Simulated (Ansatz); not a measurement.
This script makes cell relaxations under several functionals of Ge, space group I4_1/amd with Ansatz 0.2.0, Python API.

Script `ge_lattice.py`:
```python
"""How the lattice of Ge depends on the functional."""

import ansatz as az
import numpy as np

MESH = (12, 12, 12)
OCCUPATIONS = "gaussian"

def edges_and_angles(cell):
    cell = np.asarray(cell)
    a, b, c = np.linalg.norm(cell, axis=1)
    cosines = cell[1] @ cell[2] / (b * c), cell[0] @ cell[2] / (a * c), cell[0] @ cell[1] / (a * b)
    return (a, b, c, *np.degrees(np.arccos(cosines)))

vectors = np.array([
    [-2.57449, 2.57449, 1.397413],
    [2.57449, -2.57449, 1.397413],
    [2.57449, 2.57449, -1.397413],
])
ge = (
    az.Lattice.of(vectors)
    .atom("Ge", (0.25, 0.75, 0.5))
    .atom("Ge", (0.5, 0.5, 0.0))
)

base = (
    ge.calculation()
    .accuracy("medium")  # preset for grids and thresholds
    .kpoints(mesh=MESH, shift=0.5)  # the mesh must be finer for metals
    .occupations(OCCUPATIONS)
    .relax(cell=True, max_steps=60)
)

levels = [("pbesol", "d3bj"), ("pbesol", "none"), ("blyp", "d3bj")]
print("level            a       b       c    alpha   beta  gamma  V/atom  steps")
for name, dispersion in levels:
    seen = []
    run = base.functional(name, dispersion=dispersion).session().plan()
    out = run.execute(on_event=lambda e: seen.append(e) if e["event"] == "relax_step" else None)
    cell = out.lattice.cell_ang
    label = name if dispersion == "none" else f"{name}+{dispersion}"
    print("{:13s} {:7.4f} {:7.4f} {:7.4f} {:6.2f} {:6.2f} {:6.2f}".format(label, *edges_and_angles(cell)), f"{abs(np.linalg.det(cell)) / len(out.lattice.sites):7.3f} {len(seen):5d}")
```

Rank the levels of theory by the volume of the relaxed cell.

From smallest to largest: PBEsol+D3BJ (17.67 Å³ an atom, -4.6 % against the start), PBEsol (18.35 Å³ an atom, -0.9 % against the start) and BLYP+D3BJ (19.16 Å³ an atom, +3.5 % against the start). The spread is 8.5 % in volume.

The output:

```console
$ python ge_lattice.py
level            a       b       c    alpha   beta  gamma  V/atom  steps
DeckWarning: basis.ecutwfc = 420 eV, auto-derived from the records' recommended cutoffs: set by Ge (normal level)
pbesol+d3bj    3.8346  3.8346  3.8346  97.45  97.45 137.80  17.669     5
pbesol         3.8816  3.8816  3.8816  97.48  97.48 137.70  18.354     4
blyp+d3bj      3.9331  3.9331  3.9331  97.56  97.56 137.47  19.165     5
```
(Warnings from the package without file and line.)

These settings explore the input space; cutoff and mesh may be short of convergence. Forces vanish by symmetry, so the ions can't move, and the end may be a saddle. BLYP and dispersion corrections can be off by several per cent in the lattices of metals, and by several GPa in the pressure at a fixed cell. Edges and angles are those of the cell as typed, here a primitive one, not of the conventional cell. This isn't the structure that Ge takes at ambient conditions. It ran for 49 s on 1 thread of Intel(R) Xeon(R) Processor @ 2.30GHz (shared host), peak memory 0.62 GiB.
